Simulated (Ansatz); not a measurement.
# BH₃SSeSi: one species, many methods

The task here is to estimate one member of a computed series from the others.

The runs use Ansatz 0.2.0, Gaussian basis; functionals in def2-TZVPP, the program's frozen cores in correlated methods.

The runs, in order: LDA (SPW92), PBE-D4, revPBE-D4, BLYP-D4, r2SCAN-D4, B97M-V, PBE0-D4, B3LYP-D4, r2SCANh-D4, r2SCAN0-D4, HSE06-D4, BHLYP-D4, CAM-B3LYP-D4, LC-ωPBE, ωB97X-V, ωB97M-V, B2PLYP, PBE-QIDH; CCSD(T)/def2-SVP; CCSD(T)/def2-TZVPP; MP2/def2-QZVPP; extrapolation to the limit; RPA on PBE.

### Structure used throughout

An earlier PBE0-D4 in a triple-zeta def2 set relaxation fixed the geometry.

SMILES `B1S[SiH2][Se]1`, 7 atoms, charge 0, spin multiplicity 1.

Atoms are counted from 1 here; the program's logs count them from 0.

Bond lengths: B1–S2 1.806 Å, B1–Se4 1.955 Å, B1–H5 1.189 Å, S2–Si3 2.140 Å, Si3–Se4 2.273 Å, Si3–H6 1.483 Å, Si3–H7 1.483 Å. Angles: S2–B1–Se4 114.4°, S2–B1–H5 122.8°, Se4–B1–H5 122.7°, B1–S2–Si3 80.2°, S2–Si3–Se4 91.5°, S2–Si3–H6 113.1°, S2–Si3–H7 113.1°, Se4–Si3–H6 114.2°, Se4–Si3–H7 114.2°, H6–Si3–H7 109.8°, B1–Se4–Si3 73.9°.

Set-up of the first run:

in.yaml

```yaml
crystal:
  periodic: [false, false, false]
  atoms:
    - {symbol: B, position_ang: [-1.278196, 0.496008, -0.470110]}
    - {symbol: S, position_ang: [0.314905, 1.191563, -0.959084]}
    - {symbol: Si, position_ang: [0.982954, -0.378541, 0.333121]}
    - {symbol: Se, position_ang: [-1.156323, -1.021650, 0.755851]}
    - {symbol: H, position_ang: [-2.316232, 0.925243, -0.861254]}
    - {symbol: H, position_ang: [1.715418, 0.119303, 1.522448]}
    - {symbol: H, position_ang: [1.798775, -1.400027, -0.366773]}
basis:
  gaussian: {orbitals: def2-TZVPP}
hamiltonian: {xc: lda}
output: {orbitals: {seedname: orbitals}}
```

Command:

```sh
$ ansatz run in.yaml --threads 2 --pin off --events-out ev --progress --plain --max-ram 4352MiB
```

Among the steps run: LDA; PBE-D4 (GGA); revPBE-D4 (GGA); BLYP-D4 (GGA); r2SCAN-D4 (meta-GGA); B97M-V (meta-GGA); B3LYP-D4 (hybrid); r2SCANh-D4 (hybrid); r2SCAN0-D4 (hybrid); HSE06-D4 (hybrid); BHLYP-D4 (hybrid); CAM-B3LYP-D4 (range-separated); LC-ωPBE (range-separated); ωB97X-V (range-separated); ωB97M-V (range-separated); B2PLYP (double hybrid); PBE-QIDH (double hybrid).

One of the session's tables, all rows but one given; the rest of the session is left out.

It belongs to the step «Frontier levels by functional». 

```
  functional  HOMO (eV)  gap (eV)
 LDA (SPW92)      -6.44      4.09
      PBE-D4      -6.30      4.16
   revPBE-D4      -6.25      4.20
     BLYP-D4      -6.09      4.15
   r2SCAN-D4      -6.56      4.67
      B97M-V      -6.63      4.76
     PBE0-D4      -7.36      6.09
    B3LYP-D4          ?         ?
  r2SCANh-D4      -6.95      5.37
  r2SCAN0-D4      -7.54      6.41
    HSE06-D4      -6.97      5.32
    BHLYP-D4      -8.25      8.02
CAM-B3LYP-D4      -8.54      8.40
     LC-ωPBE      -9.89     10.77
     ωB97X-V      -9.55     10.39
     ωB97M-V      -9.40     10.08
```

**Question.** Estimate the row for B3LYP-D4.

Worked estimate for «HOMO (eV)». Against the share of exact exchange, BLYP-D4 (0, -6.09), BHLYP-D4 (0.5, -8.25) give a slope of -4.32 per unit share; at 0.2 the line stands at -6.95.

As computed: HOMO (eV): -7.10; gap (eV): 5.69. In «HOMO (eV)» the line misses by +0.15.
